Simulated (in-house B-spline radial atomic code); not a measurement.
# W⁴⁺: excited configurations

Aim: the energies of several excited configurations of W⁴⁺ above a reference configuration, each from its own self-consistent run.

Method: scalar-relativistic (spin-free one-electron X2C) M06-2X, spin-polarised, spherical density, exact exchange averaged over the configuration, Fermi nucleus, basis-set limit. Code: in-house B-spline radial atomic code version 1.

### Step 1. Starting point

| Quantity | Value |
| --- | --- |
| element | tungsten (Z = 74) |
| charge | +4 |
| electrons | 70 |
| configuration | [Xe] 4f14 5d2 |
| Hamiltonian | scalar-relativistic (X2C) |
| nucleus | Fermi, rms radius 5.366 fm |

Outer shells as boxes (Hund's rule):

[Xe] 4f14 5d2
```
[Xe] core
4f [↑↓][↑↓][↑↓][↑↓][↑↓][↑↓][↑↓]
5d [↑ ][↑ ][  ][  ][  ]
```

Where spins are not typed, each open shell is filled with up spins first.

Settings of the run:

```ini
Z = 74
electrons = 70.0
configuration = [Xe] 4f14 5d2
hamiltonian = x2c
method = m062x
spin_polarised = True
nucleus = fermi
rms_radius = 5.3658
mass_number = 184
atomic_mass = 183.95093318
speed_of_light = 137.035999084
exact_exchange = averaged over the configuration
```

The reference is known from an earlier run: -16142.058897 hartree in all. Up to eight levels, counted from the top:

```
orbital  occupation  energy (eV)  <r> (bohr)
4d down           5      -298.36      0.5126
  5s up           1      -131.80       1.064
5s down           1      -130.80       1.059
  5p up           3      -92.696       1.220
5p down           3      -90.887       1.214
  4f up           7      -86.670      0.6021
4f down           7      -86.321      0.5994
  5d up           2      -47.904       1.643
```

### Step 2. [Xe] 4f14 5d1 6p1

The settings differ from step 1 so:

```diff
@@ -2,3 +2,3 @@
 electrons = 70.0
-configuration = [Xe] 4f14 5d2
+configuration = [Xe] 4f14 5d1 6p1
 hamiltonian = x2c
```

On the command line:

```bash
> python run_scf.py task.json out
```

The settings of every run stand in task.json; they run in order.

The program writes no log. Results of the run, from its result record (rounded, main fields):

```text
{
  "status": "converged",
  "scf [iteration, energy, orbital gradient]": [
    [1, -16141.4769063, 0.254],
    [2, -16141.4994774, 0.0119],
    [3, -16141.5022244, 0.0027],
    [4, -16141.5023223, 0.000803],
    [5, -16141.502324, 0.000495],
    [6, -16141.5023285, 0.000216],
    [7, -16141.5023292, 4.73e-05],
    [8, -16141.5023292, 5.06e-05],
    [9, -16141.5023292, 4.46e-05],
    [10, -16141.5023292, 8.49e-05],
    [11, -16141.5023292, 8.07e-05],
    [12, -16141.5023292, 5.83e-05],
    [13, -16141.5023292, 1.82e-05],
    [14, -16141.5023292, 5.94e-05],
    [15, -16141.5023278, 0.000248],
    [16, -16141.5022933, 0.000752],
    [17, -16141.5023176, 0.000338],
    [18, -16141.5023292, 5.15e-05],
    [19, -16141.5023292, 3.94e-05],
    [20, -16141.5023292, 2.2e-05],
    [21, -16141.5023292, 1.19e-05],
    [22, -16141.5023292, 2.75e-06],
    [23, -16141.5023292, 3.07e-06],
    [24, -16141.5023292, 2.91e-06],
    [25, -16141.5023292, 2.66e-06],
    [26, -16141.5023292, 2.27e-06],
    [27, -16141.5023292, 4.92e-07]
  ],
  "energy [hartree]": {"total": -16141.5023292, "kinetic": 18193.7903356, "nuclear": -40215.2264456, "coulomb": 6208.51113557, "exact_exchange": -173.62152506, "xc": -154.955829784},
  "orbitals [hartree, bohr; first row names the columns]": [
    ["name", "occ", "eps", "<r>"],
    ["1s up", 1.0, -2558.7749, 0.017547],
    ["1s down", 1.0, -2558.7737, 0.017547],
    ["2s up", 1.0, -445.27409, 0.076812],
    ["2s down", 1.0, -445.27097, 0.076812],
    ["2p up", 3.0, -391.23638, 0.06888],
    ["2p down", 3.0, -391.2325, 0.06888],
    ["3s up", 1.0, -104.90759, 0.20081],
    ["3s down", 1.0, -104.90487, 0.20081],
    ["3p up", 3.0, -88.747741, 0.20065],
    ["3p down", 3.0, -88.744878, 0.20065],
    ["3d up", 5.0, -69.407155, 0.18235],
    ["3d down", 5.0, -69.40404, 0.18235],
    ["4s up", 1.0, -23.544495, 0.45049],
    ["4s down", 1.0, -23.538659, 0.45047],
    ["4p up", 3.0, -18.18374, 0.47797],
    ["4p down", 3.0, -18.176836, 0.47795],
    ["4d up", 5.0, -11.176468, 0.51272],
    ["4d down", 5.0, -11.168081, 0.51263],
    ["5s up", 1.0, -5.0315179, 1.0556],
    ["5s down", 1.0, -5.0058027, 1.0553],
    ["5p up", 3.0, -3.5660393, 1.2033],
    ["5p down", 3.0, -3.5296317, 1.2047],
    ["4f up", 7.0, -3.3837572, 0.59994],
    ["4f down", 7.0, -3.3751424, 0.59866],
    ["5d up", 1.0, -1.8961091, 1.6154],
    ["6p up", 1.0, -1.2538844, 2.8306]
  ],
  "sum_r [bohr^k]": {"-1": 562.0916, "1": 35.09769, "2": 36.25819},
  "energy_minus_base [hartree]": 0.556567847
}
```

Wall time 2.1 s (1 thread, shared host).

energy_minus_base is the energy less that of the reference run. Meta-GGA runs start from a PBE run whose iterations are not counted.

### Step 3. Configuration [Kr] 4d10 4f14 5s2 5p5 5d2 5f1

The settings differ from step 2 so:

```diff
@@ -2,3 +2,3 @@
 electrons = 70.0
-configuration = [Xe] 4f14 5d1 6p1
+configuration = [Kr] 4d10 4f14 5s2 5p5 5d2 5f1
 hamiltonian = x2c
```

Main fields:

```text
{
  "status": "converged",
  "scf [iteration, energy, orbital gradient]": [
    [1, -16139.4414865, 0.254],
    [2, -16139.4664511, 0.0123],
    [3, -16139.4692799, 0.0028],
    [4, -16139.4694251, 0.000748],
    [5, -16139.4694603, 0.00053],
    [6, -16139.4694676, 0.000224],
    [7, -16139.4694698, 5.01e-05],
    [8, -16139.4694701, 3.07e-05],
    [9, -16139.4694701, 3.57e-05],
    [10, -16139.4694701, 1.21e-05],
    [11, -16139.4694701, 3.71e-06],
    [12, -16139.4694701, 1.74e-06],
    [13, -16139.4694701, 6.13e-07]
  ],
  "energy [hartree]": {"total": -16139.4694701, "kinetic": 18191.3192698, "nuclear": -40200.9191327, "coulomb": 6198.23789837, "exact_exchange": -173.268606556, "xc": -154.838898964},
  "orbitals [hartree, bohr; first row names the columns]": [
    ["name", "occ", "eps", "<r>"],
    ["1s up", 1.0, -2558.9644, 0.017547],
    ["1s down", 1.0, -2558.9579, 0.017547],
    ["2s up", 1.0, -445.43436, 0.07681],
    ["2s down", 1.0, -445.42534, 0.07681],
    ["2p up", 3.0, -391.40052, 0.068879],
    ["2p down", 3.0, -391.38858, 0.068879],
    ["3s up", 1.0, -105.05602, 0.2008],
    ["3s down", 1.0, -105.04665, 0.2008],
    ["3p up", 3.0, -88.896476, 0.20065],
    ["3p down", 3.0, -88.885779, 0.20065],
    ["3d up", 5.0, -69.556846, 0.18234],
    ["3d down", 5.0, -69.548167, 0.18235],
    ["4s up", 1.0, -23.697446, 0.45053],
    ["4s down", 1.0, -23.678361, 0.45045],
    ["4p up", 3.0, -18.337839, 0.47803],
    ["4p down", 3.0, -18.314253, 0.47814],
    ["4d up", 5.0, -11.333893, 0.5127],
    ["4d down", 5.0, -11.309694, 0.512],
    ["4f up", 7.0, -3.5389268, 0.59909],
    ["4f down", 7.0, -3.5102219, 0.594],
    ["5s up", 1.0, -5.1693702, 1.0536],
    ["5s down", 1.0, -5.0017158, 1.0475],
    ["5p up", 3.0, -3.70574, 1.199],
    ["5p down", 2.0, -3.5614092, 1.1982],
    ["5d up", 2.0, -1.9971242, 1.5829],
    ["5f up", 1.0, -0.83880848, 3.1085]
  ],
  "sum_r [bohr^k]": {"-1": 561.8988, "1": 35.64447, "2": 39.15606},
  "energy_minus_base [hartree]": 2.58942696
}
```

It took 1.1 s on 1 thread, shared host.

### Step 4. Configuration [Xe] 4f13 5d2 6p1

The settings differ from step 3 so:

```diff
@@ -2,3 +2,3 @@
 electrons = 70.0
-configuration = [Kr] 4d10 4f14 5s2 5p5 5d2 5f1
+configuration = [Xe] 4f13 5d2 6p1
 hamiltonian = x2c
```

Main fields:

```text
{
  "status": "converged",
  "scf [iteration, energy, orbital gradient]": [
    [1, -16140.1297263, 0.254],
    [2, -16140.1524255, 0.0101],
    [3, -16140.1543589, 0.00203],
    [4, -16140.1543951, 0.000634],
    [5, -16140.1543978, 0.000141],
    [6, -16140.154398, 0.000162],
    [7, -16140.1543984, 4.73e-05],
    [8, -16140.1543985, 5.09e-05],
    [9, -16140.1543984, 4.26e-05],
    [10, -16140.1543984, 9.4e-05],
    [11, -16140.1543984, 9.26e-05],
    [12, -16140.1543985, 5.33e-05],
    [13, -16140.1543985, 6.31e-05],
    [14, -16140.1543984, 5.86e-05],
    [15, -16140.1543985, 6.06e-05],
    [16, -16140.1543985, 6.17e-05],
    [17, -16140.1543985, 5.95e-05],
    [18, -16140.1543985, 5.63e-05],
    [19, -16140.1543985, 6.17e-05],
    [20, -16140.1543985, 5.72e-05],
    [21, -16140.1543985, 4.32e-05],
    [22, -16140.1543985, 4.5e-05],
    [23, -16140.1543985, 4.84e-05],
    [24, -16140.1543985, 4.42e-05],
    [25, -16140.1543985, 4.46e-05],
    [26, -16140.1543985, 4.44e-05],
    [27, -16140.1543985, 3.67e-05],
    [28, -16140.1543985, 2.42e-05],
    [29, -16140.1543985, 4.05e-05],
    [30, -16140.1543985, 3.53e-05],
    [31, -16140.1543985, 2.49e-05],
    [32, -16140.1543985, 1.19e-05],
    [33, -16140.1543985, 1.29e-05],
    [34, -16140.1543985, 2.36e-05],
    [35, -16140.1543985, 7.58e-06],
    [36, -16140.1543985, 1.98e-06],
    [37, -16140.1543985, 3.81e-07]
  ],
  "energy [hartree]": {"total": -16140.1543985, "kinetic": 18193.0312456, "nuclear": -40186.8589942, "coulomb": 6181.1307342, "exact_exchange": -172.807879524, "xc": -154.649504548},
  "orbitals [hartree, bohr; first row names the columns]": [
    ["name", "occ", "eps", "<r>"],
    ["1s up", 1.0, -2559.166, 0.017547],
    ["1s down", 1.0, -2559.1651, 0.017547],
    ["2s up", 1.0, -445.70054, 0.076815],
    ["2s down", 1.0, -445.69355, 0.076814],
    ["2p up", 3.0, -391.65856, 0.068884],
    ["2p down", 3.0, -391.6505, 0.068883],
    ["3s up", 1.0, -105.40313, 0.20083],
    ["3s down", 1.0, -105.37053, 0.2008],
    ["3p up", 3.0, -89.242825, 0.20068],
    ["3p down", 3.0, -89.206475, 0.20064],
    ["3d up", 5.0, -69.896211, 0.1824],
    ["3d down", 5.0, -69.857149, 0.18233],
    ["4s up", 1.0, -24.009371, 0.44968],
    ["4s down", 1.0, -23.947288, 0.44968],
    ["4p up", 3.0, -18.636618, 0.47665],
    ["4p down", 3.0, -18.56831, 0.47668],
    ["4d up", 5.0, -11.615373, 0.50984],
    ["4d down", 5.0, -11.52682, 0.50994],
    ["5s up", 1.0, -5.2371454, 1.0421],
    ["5s down", 1.0, -5.1695248, 1.0409],
    ["5p up", 3.0, -3.743938, 1.1835],
    ["5p down", 3.0, -3.6543768, 1.1839],
    ["4f up", 7.0, -3.7937106, 0.58397],
    ["4f down", 6.0, -3.7335132, 0.58323],
    ["5d up", 2.0, -1.9952658, 1.5579],
    ["6p up", 1.0, -1.2743937, 2.7866]
  ],
  "sum_r [bohr^k]": {"-1": 561.7092, "1": 35.56414, "2": 37.30676},
  "energy_minus_base [hartree]": 1.90449858
}
```

It took 2.9 s on 1 thread, shared host.

### Step 5. Configuration [Kr] 4d9 4f14 5s2 5p6 5d2 6p1

The settings differ from step 4 so:

```diff
@@ -2,3 +2,3 @@
 electrons = 70.0
-configuration = [Xe] 4f13 5d2 6p1
+configuration = [Kr] 4d9 4f14 5s2 5p6 5d2 6p1
 hamiltonian = x2c
```

Main fields:

```text
{
  "status": "converged",
  "scf [iteration, energy, orbital gradient]": [
    [1, -16132.3469817, 0.254],
    [2, -16132.3696411, 0.00956],
    [3, -16132.3713648, 0.00199],
    [4, -16132.3714031, 0.00065],
    [5, -16132.3714056, 0.00018],
    [6, -16132.371406, 0.000179],
    [7, -16132.3714065, 4.74e-05],
    [8, -16132.3714065, 5.11e-05],
    [9, -16132.3714065, 4.18e-05],
    [10, -16132.3714065, 9.05e-05],
    [11, -16132.3714065, 8.94e-05],
    [12, -16132.3714065, 5.36e-05],
    [13, -16132.3714065, 6.23e-05],
    [14, -16132.3714065, 6.36e-05],
    [15, -16132.3714065, 6.02e-05],
    [16, -16132.3714065, 5.74e-05],
    [17, -16132.3714065, 5.31e-05],
    [18, -16132.3714065, 4.54e-05],
    [19, -16132.3714065, 4.01e-05],
    [20, -16132.3714065, 4.15e-05],
    [21, -16132.3714065, 3.28e-05],
    [22, -16132.3714065, 3.25e-05],
    [23, -16132.3714065, 4.39e-05],
    [24, -16132.3714065, 3.83e-05],
    [25, -16132.3714065, 3.71e-05],
    [26, -16132.3714065, 3.54e-05],
    [27, -16132.3714065, 3.53e-05],
    [28, -16132.3714065, 5.77e-05],
    [29, -16132.3714065, 3.48e-05],
    [30, -16132.3714065, 3.35e-05],
    [31, -16132.3714065, 3.94e-05],
    [32, -16132.3714064, 0.000117],
    [33, -16132.3714064, 8.9e-05],
    [34, -16132.3714065, 4.39e-05],
    [35, -16132.3714065, 3.94e-05],
    [36, -16132.3714065, 3.72e-05],
    [37, -16132.3714065, 4.49e-05],
    [38, -16132.3714065, 3.82e-05],
    [39, -16132.3714065, 4.05e-05],
    [40, -16132.3714065, 4.16e-05],
    [41, -16132.3714065, 4.18e-05],
    [42, -16132.3714065, 4.96e-05],
    [43, -16132.3714065, 1.85e-05],
    [44, -16132.3714065, 3.8e-05],
    [45, -16132.3714065, 3.13e-05],
    "... 5 more rows left out ..."
  ],
  "energy [hartree]": {"total": -16132.3714065, "kinetic": 18184.9354184, "nuclear": -40165.374377, "coulomb": 6174.94063546, "exact_exchange": -172.284418251, "xc": -154.588665118},
  "orbitals [hartree, bohr; first row names the columns]": [
    ["name", "occ", "eps", "<r>"],
    ["1s up", 1.0, -2559.4631, 0.017547],
    ["1s down", 1.0, -2559.4615, 0.017547],
    ["2s up", 1.0, -445.96909, 0.076807],
    ["2s down", 1.0, -445.93601, 0.076807],
    ["2p up", 3.0, -391.93616, 0.068876],
    ["2p down", 3.0, -391.89712, 0.068874],
    ["3s up", 1.0, -105.49031, 0.20077],
    ["3s down", 1.0, -105.46044, 0.20075],
    ["3p up", 3.0, -89.332738, 0.2006],
    ["3p down", 3.0, -89.302677, 0.20057],
    ["3d up", 5.0, -70.012383, 0.18227],
    ["3d down", 5.0, -69.968206, 0.18239],
    ["4s up", 1.0, -24.069474, 0.44949],
    ["4s down", 1.0, -23.957175, 0.44954],
    ["4p up", 3.0, -18.695465, 0.47634],
    ["4p down", 3.0, -18.56115, 0.47658],
    ["4d up", 5.0, -11.672373, 0.50916],
    ["4d down", 4.0, -11.594352, 0.50942],
    ["4f up", 7.0, -3.831594, 0.58199],
    ["4f down", 7.0, -3.7418401, 0.58261],
    ["5s up", 1.0, -5.2466757, 1.0406],
    ["5s down", 1.0, -5.1828463, 1.0394],
    ["5p up", 3.0, -3.7499505, 1.1817],
    ["5p down", 3.0, -3.663459, 1.1818],
    ["5d up", 2.0, -1.9975364, 1.5555],
    ["6p up", 1.0, -1.2753872, 2.7842]
  ],
  "sum_r [bohr^k]": {"-1": 561.4198, "1": 35.58964, "2": 37.31817},
  "energy_minus_base [hartree]": 9.68749054
}
```

Wall time 3.9 s (1 thread, shared host).

### Step 6. Configuration [Kr] 4d9 4f14 5s2 5p6 5d2 5f1

The settings differ from step 5 so:

```diff
@@ -2,3 +2,3 @@
 electrons = 70.0
-configuration = [Kr] 4d9 4f14 5s2 5p6 5d2 6p1
+configuration = [Kr] 4d9 4f14 5s2 5p6 5d2 5f1
 hamiltonian = x2c
```

Main fields:

```text
{
  "status": "converged",
  "scf [iteration, energy, orbital gradient]": [
    [1, -16131.8712715, 0.254],
    [2, -16131.8957924, 0.00949],
    [3, -16131.8975789, 0.00201],
    [4, -16131.897671, 0.000683],
    [5, -16131.8977106, 0.000214],
    [6, -16131.8977148, 0.000207],
    [7, -16131.8977163, 5.11e-05],
    [8, -16131.8977166, 2.05e-05],
    [9, -16131.8977167, 2.37e-05],
    [10, -16131.8977167, 6.35e-06],
    [11, -16131.8977167, 2.87e-06],
    [12, -16131.8977167, 1.33e-06],
    [13, -16131.8977167, 2.95e-07]
  ],
  "energy [hartree]": {"total": -16131.8977167, "kinetic": 18184.3875934, "nuclear": -40161.8186432, "coulomb": 6172.36871398, "exact_exchange": -172.27310903, "xc": -154.562271845},
  "orbitals [hartree, bohr; first row names the columns]": [
    ["name", "occ", "eps", "<r>"],
    ["1s up", 1.0, -2559.5094, 0.017547],
    ["1s down", 1.0, -2559.5092, 0.017547],
    ["2s up", 1.0, -446.0104, 0.076807],
    ["2s down", 1.0, -445.97812, 0.076807],
    ["2p up", 3.0, -391.97786, 0.068876],
    ["2p down", 3.0, -391.93996, 0.068874],
    ["3s up", 1.0, -105.52714, 0.20077],
    ["3s down", 1.0, -105.49788, 0.20075],
    ["3p up", 3.0, -89.369538, 0.2006],
    ["3p down", 3.0, -89.340244, 0.20057],
    ["3d up", 5.0, -70.050235, 0.18227],
    ["3d down", 5.0, -70.006028, 0.18239],
    ["4s up", 1.0, -24.105718, 0.44949],
    ["4s down", 1.0, -23.994711, 0.44955],
    ["4p up", 3.0, -18.731387, 0.47633],
    ["4p down", 3.0, -18.598874, 0.47659],
    ["4d up", 5.0, -11.709138, 0.5091],
    ["4d down", 4.0, -11.632096, 0.50942],
    ["4f up", 7.0, -3.8682677, 0.58159],
    ["4f down", 7.0, -3.7788616, 0.58236],
    ["5s up", 1.0, -5.2747697, 1.0409],
    ["5s down", 1.0, -5.2162036, 1.0385],
    ["5p up", 3.0, -3.7775259, 1.1822],
    ["5p down", 3.0, -3.6942126, 1.1803],
    ["5d up", 2.0, -2.0262257, 1.5567],
    ["5f up", 1.0, -0.84199341, 3.0835]
  ],
  "sum_r [bohr^k]": {"-1": 561.3718, "1": 35.88272, "2": 39.39742},
  "energy_minus_base [hartree]": 10.1611804
}
```

Wall time 1.1 s (1 thread, shared host).

### Step 7. All configurations in order

| net move | configuration | 2|M_S|+1 | energy above the reference (eV) | largest <r> (bohr) |
| --- | --- | --- | --- | --- |
| 5d → 6p | [Xe] 4f14 5d1 6p1 | 3 | 15.145 | 2.83 |
| 4f → 6p | [Xe] 4f13 5d2 6p1 | 5 | 51.824 | 2.79 |
| 5p → 5f | [Kr] 4d10 4f14 5s2 5p5 5d2 5f1 | 5 | 70.462 | 3.11 |
| 4d → 6p | [Kr] 4d9 4f14 5s2 5p6 5d2 6p1 | 5 | 263.61 | 2.78 |
| 4d → 5f | [Kr] 4d9 4f14 5s2 5p6 5d2 5f1 | 5 | 276.50 | 3.08 |

At the bottom stands 5d → 6p (15.145 eV), at the top 4d → 5f (276.50 eV). 2 of them lie more than 60 % above minus the reference's highest level (47.904 eV), in the range where a state can decay by emitting an electron. The reference has 2|M_S|+1 = 3; 4 of the configurations differ from it in spin. These are spherical averages at the typed spins, not spectroscopic levels.
